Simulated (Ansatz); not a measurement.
# CH7ClSn: the cost of one run

All numbers below are computed with Ansatz 0.2.0 (RKS r2SCAN/def2-SVP).

## (1) The system as given

Bond lengths: Sn1–Cl2 2.817 Å, Sn1–H3 1.720 Å, Sn1–H4 1.722 Å, Sn1–H5 1.697 Å, Sn1–C7 2.509 Å, C7–H8 1.084 Å, C7–H9 1.087 Å, C7–H10 1.092 Å. Angles (14 of 16 angles, heavy atoms first): Cl2–Sn1–C7 71.8°, Cl2–Sn1–H3 85.4°, Cl2–Sn1–H4 141.4°, Cl2–Sn1–H5 98.8°, H3–Sn1–C7 146.1°, H4–Sn1–C7 81.6°, H5–Sn1–C7 97.7°, Sn1–C7–H8 93.8°, Sn1–C7–H9 85.4°, Sn1–C7–H10 152.3°, H3–Sn1–H4 103.2°, H3–Sn1–H5 110.8°, H4–Sn1–H5 112.3°, H8–C7–H9 111.5°.

Coordinates:

```xyz
10

Sn   -0.6367    0.1530   -1.0703
Cl    2.1669   -0.0763   -1.2278
H    -0.6375   -0.4242   -2.6907
H    -2.0134   -0.6159   -0.3784
H    -0.7578    1.8449   -1.0338
H     1.2058   -0.1040    0.2437
C     0.2537   -0.1688    1.2535
H    -0.2405   -1.1238    1.3881
H    -0.3980    0.6588    1.5229
H     1.0573   -0.1437    1.9929
```

## (2) Pulling towards end A

Springs on the bonds that form and break draw the guess towards this end; the thresholds are loose.

input.yaml

```yaml
crystal:
  periodic: [false, false, false]
  atoms:
    - { symbol: Sn, position_ang: [-0.6367, 0.153, -1.0703] }
    - { symbol: Cl, position_ang: [2.1669, -0.0763, -1.2278] }
    - { symbol: H, position_ang: [-0.6375, -0.4242, -2.6907] }
    - { symbol: H, position_ang: [-2.0134, -0.6159, -0.3784] }
    - { symbol: H, position_ang: [-0.7578, 1.8449, -1.0338] }
    - { symbol: H, position_ang: [1.2058, -0.104, 0.2437] }
    - { symbol: C, position_ang: [0.2537, -0.1688, 1.2535] }
    - { symbol: H, position_ang: [-0.2405, -1.1238, 1.3881] }
    - { symbol: H, position_ang: [-0.398, 0.6588, 1.5229] }
    - { symbol: H, position_ang: [1.0573, -0.1437, 1.9929] }
basis:
  gaussian: { orbitals: def2-SVP }
hamiltonian:
  xc: r2scan
relax:
  f_tol: 0.15
  max_steps: 25
  restrain:
    - { distance: [0, 6], at: 3.45, k: 30.0 }
    - { distance: [5, 1], at: 2.63, k: 30.0 }
    - { distance: [0, 1], at: 2.41, k: 30.0 }
    - { distance: [5, 6], at: 1.07, k: 30.0 }
output:
  orbitals: {}
```

Started as:

```bash
> ansatz run input.yaml --threads 2 --pin off --max-ram 3072MiB --backend cpu --events-out ev --progress --plain --runs-dir out
```

What time and memory should one allow on 2 threads of Arm Neoverse N1, shared host?

About 57 s, with a peak of 0.15 GiB.
